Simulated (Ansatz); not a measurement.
Runs of Ansatz 0.2.0 on Co. The cell holds a slab with vacuum, 5 atoms: a = 2.519 Å, b = 2.519 Å, c = 23.182 Å, α = 90.00°, β = 90.00°, γ = 120.00°. The slab is cut from a database's or a generator's crystal, which needn't be the stable form of the element.

```tsv
level	cutoff (eV)	gap on the mesh (eV)	moment (μB)	largest force (eV/Å)	work function (eV)
PBEsol	420	none	(a)	0.79	4.95
LDA	420	none	8.32	1.02	5.19
r2SCAN	500	none	8.93	0.61	4.90
revPBE	420	none	(b)	0.39	(c)
RPBE	420	none	8.69	0.34	4.71
BLYP	420	none	8.51	0.26	4.58
```

Alike in all rows: task relaxation of the atoms; potentials or basis Ansatz PAW; spin collinear, ferromagnetic start; cell atoms relaxed from: the (0 0 1) slab of Co, cut from the database cell, not relaxed; k mesh 12 × 12 × 1; smearing fermi-dirac 0.05 eV.

Question: Estimate the missing entries.

Answer: (a) 8.53; (b) 8.66; (c) 4.72.

Caveats: the PAW data sets come from PBE, with cores solved anew for the run's functional, which leaves a small shift of forces and pressure; the magnetic or orbital state may not be the lowest (some runs).

A gap of «none» marks a metal or a gap under the smearing width.

Runs at the PBE level aren't shown here.
